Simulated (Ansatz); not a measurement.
# Zn15SnO16: the cost of one run

Program: Ansatz 0.2.0. Level of theory: DFT, PBE, plane-wave PAW, default files, scalar-relativistic, as far as a step names no other. These are calculated values, not measurements.

### 1 The system as given

Symmetry: P3m1, No. 156, trigonal system. The conventional cell has a = 6.499 Å, b = 6.499 Å, c = 10.411 Å, α = 90.00°, β = 90.00°, γ = 120.00°. Sn (site symmetry 3m) is surrounded by 4 O at 1.97 to 1.98 Å. Around Zn (site symmetry 3m) lie 4 O at 1.97 to 1.98 Å. Around Zn (site symmetry m) lie 4 O at 1.97 to 1.98 Å. Only part of the 16 independent sites is listed.

As a file:

```cif
data_structure
_symmetry_space_group_name_H-M 'P3m1'
_symmetry_Int_Tables_number 156
_cell_length_a 6.4986
_cell_length_b 6.4986
_cell_length_c 10.4114
_cell_angle_alpha 90.000
_cell_angle_beta 90.000
_cell_angle_gamma 120.000
_cell_volume 380.79
loop_
_atom_site_label
_atom_site_type_symbol
_atom_site_symmetry_multiplicity
_atom_site_Wyckoff_symbol
_atom_site_fract_x
_atom_site_fract_y
_atom_site_fract_z
_atom_site_occupancy
Sn1 Sn 1 a 0.00000 0.00000 0.25000 1
Zn1 Zn 1 a 0.00000 0.00000 0.75000 1
Zn2 Zn 3 d 0.00000 0.50000 0.25000 1
Zn3 Zn 3 d 0.00000 0.50000 0.75000 1
Zn4 Zn 3 d 0.16667 0.83333 0.00000 1
Zn5 Zn 3 d 0.16667 0.83333 0.50000 1
Zn6 Zn 1 c 0.66667 0.33333 0.00000 1
Zn7 Zn 1 c 0.66667 0.33333 0.50000 1
O1 O 3 d 0.16667 0.83333 0.18951 1
O2 O 3 d 0.16667 0.83333 0.68951 1
O3 O 1 c 0.66667 0.33333 0.18951 1
O4 O 1 c 0.66667 0.33333 0.68951 1
O5 O 1 a 0.00000 0.00000 0.43951 1
O6 O 1 a 0.00000 0.00000 0.93951 1
O7 O 3 d 0.00000 0.50000 0.43951 1
O8 O 3 d 0.00000 0.50000 0.93951 1
```

Atom 1 of the input is the impurity.

### 2 Single point at the given positions

input.yaml

```yaml
crystal:
  lattice:
    - [6.498616, 0.0, 0.0]
    - [-3.249308, 5.6279665454, 0.0]
    - [0.0, 0.0, 10.411418]
  atoms:
    - { symbol: Sn, position: [0.1666666666, 0.3333333334, 0.25] }
    - { symbol: Zn, position: [0.1666666666, 0.3333333334, 0.75] }
    - { symbol: Zn, position: [0.1666666666, 0.8333333334, 0.25] }
    - { symbol: Zn, position: [0.1666666666, 0.8333333334, 0.75] }
    - { symbol: Zn, position: [0.6666666666, 0.3333333334, 0.25] }
    - { symbol: Zn, position: [0.6666666666, 0.3333333334, 0.75] }
    - { symbol: Zn, position: [0.6666666666, 0.8333333334, 0.25] }
    - { symbol: Zn, position: [0.6666666666, 0.8333333334, 0.75] }
    - { symbol: Zn, position: [0.3333333334, 0.1666666666, 0.0] }
    - { symbol: Zn, position: [0.3333333334, 0.1666666666, 0.5] }
    - { symbol: Zn, position: [0.3333333334, 0.6666666666, 0.0] }
    - { symbol: Zn, position: [0.3333333334, 0.6666666666, 0.5] }
    - { symbol: Zn, position: [0.8333333334, 0.1666666666, 0.0] }
    - { symbol: Zn, position: [0.8333333334, 0.1666666666, 0.5] }
    - { symbol: Zn, position: [0.8333333334, 0.6666666666, 0.0] }
    - { symbol: Zn, position: [0.8333333334, 0.6666666666, 0.5] }
    - { symbol: O, position: [0.3333333334, 0.1666666666, 0.189505] }
    - { symbol: O, position: [0.3333333334, 0.1666666666, 0.689505] }
    - { symbol: O, position: [0.3333333334, 0.6666666666, 0.189505] }
    - { symbol: O, position: [0.3333333334, 0.6666666666, 0.689505] }
    - { symbol: O, position: [0.8333333334, 0.1666666666, 0.189505] }
    - { symbol: O, position: [0.8333333334, 0.1666666666, 0.689505] }
    - { symbol: O, position: [0.8333333334, 0.6666666666, 0.189505] }
    - { symbol: O, position: [0.8333333334, 0.6666666666, 0.689505] }
    - { symbol: O, position: [0.1666666666, 0.3333333334, 0.439505] }
    - { symbol: O, position: [0.1666666666, 0.3333333334, 0.939505] }
    - { symbol: O, position: [0.1666666666, 0.8333333334, 0.439505] }
    - { symbol: O, position: [0.1666666666, 0.8333333334, 0.939505] }
    - { symbol: O, position: [0.6666666666, 0.3333333334, 0.439505] }
    - { symbol: O, position: [0.6666666666, 0.3333333334, 0.939505] }
    - { symbol: O, position: [0.6666666666, 0.8333333334, 0.439505] }
    - { symbol: O, position: [0.6666666666, 0.8333333334, 0.939505] }
kpoints:
  mp_grid: { grid: [3, 3, 2] }
scf:
  occupations: { method: fermi_dirac, width: 0.01 }
hamiltonian:
  xc: pbe
  pseudopotentials: { kind: paw }
output:
  forces: true
  stress: true
  populations: true
  efg:
    quadrupole_moments_barn: { Sn: -0.132, Zn: 0.122, O: -0.02558 }
    contact_densities: true
```

Launch:

```console
$ ansatz run input.yaml --threads 1 --pin off --max-ram 3072MiB --backend cpu --events-out ev --progress --plain --runs-dir out
```

**Question.** How long does this run take on 1 thread of Arm Neoverse V2, shared host, and how much memory does it need?

About 90 s, with a peak of 0.89 GiB.
